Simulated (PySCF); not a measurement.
# C6H7GaN2: the cost of one run

Computed with PySCF 2.14.0, with density-fitted response routines of our own, on a single molecule, in the gas phase or a continuum. Atoms are numbered from 0 throughout.

## 1. The molecule as given

16 atoms, charge 0, multiplicity 1; geometry from: UFF. The atoms were then displaced at random by about 0.03 Å, so the start is not that level's minimum.

Bonds of the start (Å): N0–C1 1.08, C1–C2 1.40, C2–C3 1.51, C3–C4 1.29, C4–N5 1.34, N5–Ga6 1.96, N5–C7 1.34, C7–C8 1.46, C8–C2 1.34, C3–H9 1.16, C4–H10 1.12, Ga6–H11 1.59, Ga6–H12 1.54, Ga6–H13 1.60, C7–H14 1.05, C8–H15 1.11.

## 2. Optimising the geometry at PBE0-D3(BJ)/def2-SVP

Job settings and geometry (Å):

```
{"job": {"xc": "PBE0", "basis": "def2-SVP", "d3": "d3bj", "grid": 1, "shake": 0.03, "kind": "geom"}, "charge": 0, "multiplicity": 1}
N     -4.401170    -0.027040     0.540500
C     -3.330280     0.026260     0.385100
C     -1.944540     0.020700     0.195970
C     -0.943440     0.197340     1.316270
C      0.333320     0.154970     1.110480
N      0.854960     0.025430    -0.112660
Ga     2.802530    -0.048590    -0.325760
C      0.108170    -0.144550    -1.207710
C     -1.333420    -0.134940    -0.990150
H     -1.460960     0.318600     2.350680
H      0.965070     0.287870     2.026570
H      3.178770     0.510630    -1.769290
H      3.200680    -1.530250    -0.198200
H      3.421130     0.887920     0.815450
H      0.477460    -0.336630    -2.175970
H     -1.962640    -0.241670    -1.894860
```

Launch:

```sh
OMP_NUM_THREADS=1 python probes_run.py task.json out
```

This one command runs all jobs of the session in turn.

Q: Estimate the wall time and peak memory of this first job on 1 thread of Arm Neoverse V1, shared host.

About 3.1 min, with a peak of 0.78 GiB.
